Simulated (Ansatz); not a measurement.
# TaRu: the cost of one run

Program: Ansatz 0.2.0. Level of theory: DFT PBEsol, scalar-relativistic, plane waves, PAW. These are calculated values, not measurements.

## 1. Starting point

Symmetry: P4/mmm, No. 123, tetragonal system. Conventional cell: a = 3.053 Å, b = 3.053 Å, c = 3.389 Å, α = 90.00°, β = 90.00°, γ = 90.00°. Ta (site symmetry 4/mmm) is surrounded by 8 Ru at 2.74 Å and 4 Ta at 3.05 Å. Ru (site symmetry 4/mmm) has 8 Ta at 2.74 Å and 4 Ru at 3.05 Å in its first shell of neighbours.

As a file:

```cif
data_structure
_symmetry_space_group_name_H-M 'P4/mmm'
_symmetry_Int_Tables_number 123
_cell_length_a 3.0530
_cell_length_b 3.0530
_cell_length_c 3.3890
_cell_angle_alpha 90.000
_cell_angle_beta 90.000
_cell_angle_gamma 90.000
_cell_volume 31.59
loop_
_atom_site_label
_atom_site_type_symbol
_atom_site_symmetry_multiplicity
_atom_site_Wyckoff_symbol
_atom_site_fract_x
_atom_site_fract_y
_atom_site_fract_z
_atom_site_occupancy
Ta1 Ta 1 d 0.50000 0.50000 0.50000 1
Ru1 Ru 1 a 0.00000 0.00000 0.00000 1
```

No relaxation comes first: the listed cell is the starting point.

## 2. The reference cell

Reference values: F = -15623.5876 eV; pressure -5.16 GPa; largest force 0.000 eV/Å; gap on the mesh none (metal). It was computed beforehand with the settings of the runs below.

## 3. Setting up shifting one sublattice

Every Ta atom is moved by x along the Cartesian unit vector (0.000, 0.000, 1.000); the cell and all other atoms stay fixed. Forces below are components along that vector, summed over the moved atoms.

## 4. x = -0.500 Å

File input.yaml:

```yaml
crystal:
  lattice:
    - [3.053, 0.0, 0.0]
    - [0.0, 3.053, 0.0]
    - [0.0, 0.0, 3.389]
  atoms:
    - { symbol: Ta, position: [0.5, 0.5, 0.3524638536] }
    - { symbol: Ru, position: [0.0, 0.0, 0.0] }
basis:
  ecutwfc: 420
kpoints:
  mp_grid: { grid: [16, 16, 14] }
hamiltonian:
  xc: pbesol
scf:
  occupations: { method: gaussian, width: 0.15 }
output:
  forces: true
  stress: true
  eigenvalues: true
```

Run with:

```console
> ansatz run input.yaml --threads 1 --pin off --max-ram 2560MiB --backend cpu --events-out ev --progress --plain --runs-dir out
```

Q: Estimate wall time and peak memory on 1 thread of Intel Xeon Platinum 8488C (Sapphire Rapids), shared host.

About 12 s, with a peak of 0.54 GiB.
